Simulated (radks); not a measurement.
# Polarisabilities and dispersion coefficients of Rb, Rb⁺, Rb²⁺ and others

Aim: static dipole polarisabilities and C6 coefficients, each species in its NIST ground configuration. After each ground state the linear response is solved; its values go to the run's result record, not to the log. Response by self-consistent Sternheimer equations with the Hartree and adiabatic LDA kernel, the relativistic mass of each level held fixed and spin-orbit coupling left out.

Method: scalar-relativistic Kohn-Sham, LB94 model potential, spin-polarised, spherical densities, finite nucleus; open shells are filled with parallel spins first. Code: radks (a radial shooting solver on a logarithmic mesh, Libxc functionals) version 1.

## 1. What is computed

- species: Rb ([Kr] 5s1), Rb⁺ ([Kr]), Rb²⁺ ([Ar] 3d10 4s2 4p5), Rb³⁺ ([Ar] 3d10 4s2 4p4), Rb⁴⁺ ([Ar] 3d10 4s2 4p3), Rb⁵⁺ ([Ar] 3d10 4s2 4p2), Rb⁶⁺ ([Ar] 3d10 4s2 4p1)

LB94 adds a gradient term to the LDA potential that gives it a −1/r tail. It is a model potential with no energy functional, so Etot and Exc are not given.

## 2. Rb, [Kr] 5s1

Settings of this run:

```text
Z 37
configuration [Kr] 5s1
relativity scalar-relativistic
functional lda,pw
model_potential LB94
spin polarised
nucleus finite rms 4.2036 fm
c 137.035999084
response adiabatic LDA kernel
```

## 3. Rb⁺, [Kr]

Changes since step 2:

```diff
@@ -1,3 +1,3 @@
 Z 37
-configuration [Kr] 5s1
+configuration [Kr]
 relativity scalar-relativistic
```

## 4. Rb²⁺, [Ar] 3d10 4s2 4p5

Changes since step 3:

```diff
@@ -1,3 +1,3 @@
 Z 37
-configuration [Kr]
+configuration [Ar] 3d10 4s2 4p5
 relativity scalar-relativistic
```

## 5. Rb³⁺, [Ar] 3d10 4s2 4p4

Changes since step 4:

```diff
@@ -1,3 +1,3 @@
 Z 37
-configuration [Ar] 3d10 4s2 4p5
+configuration [Ar] 3d10 4s2 4p4
 relativity scalar-relativistic
```

## 6. Rb⁴⁺, [Ar] 3d10 4s2 4p3

Changes since step 5:

```diff
@@ -1,3 +1,3 @@
 Z 37
-configuration [Ar] 3d10 4s2 4p4
+configuration [Ar] 3d10 4s2 4p3
 relativity scalar-relativistic
```

## 7. Rb⁵⁺, [Ar] 3d10 4s2 4p2

Changes since step 6:

```diff
@@ -1,3 +1,3 @@
 Z 37
-configuration [Ar] 3d10 4s2 4p3
+configuration [Ar] 3d10 4s2 4p2
 relativity scalar-relativistic
```

## 8. Rb⁶⁺, [Ar] 3d10 4s2 4p1

Changes since step 7:

```diff
@@ -1,3 +1,3 @@
 Z 37
-configuration [Ar] 3d10 4s2 4p2
+configuration [Ar] 3d10 4s2 4p1
 relativity scalar-relativistic
```

What does the calculation give? Wanted: for each run, species; −ε(HOMO); α; α uncoupled; C6; C8; recommended α.

As calculated:

```
species  −ε(HOMO) (eV)  α (bohr³)  α uncoupled (bohr³)  C6 (hartree bohr⁶)  C8 (hartree bohr⁸)  recommended α (bohr³)
     Rb          4.890      189.3                224.0                2231              274754                  319.8
    Rb⁺         27.635      9.321                14.67               56.51                1229                      -
   Rb²⁺         40.072      6.614                10.42               32.86                   -                      -
   Rb³⁺         53.524      4.928                7.781               20.07                   -                      -
   Rb⁴⁺         68.859      3.814                6.025               12.70                   -                      -
   Rb⁵⁺         83.868      3.003                4.797               8.037                   -                      -
   Rb⁶⁺         99.662      2.413                3.889               5.110                   -                      -
```

Uncoupled leaves out the potential induced by the response; C6 and C8 are for like pairs. Rb is the most polarisable and Rb⁶⁺ the least, a factor 78.5 apart. For the pair Rb–Rb⁶⁺ the Casimir-Polder integral gives C6 = 62.50, the rule 2·Ca·Cb/(Ca·αb/αa + Cb·αa/αb) on the like-pair values 53.11. Against the recommended values (Schwerdtfeger and Nagle, 2023 table) the misses are Rb -41 %. C8 is given only where no p, d or f shell is open.
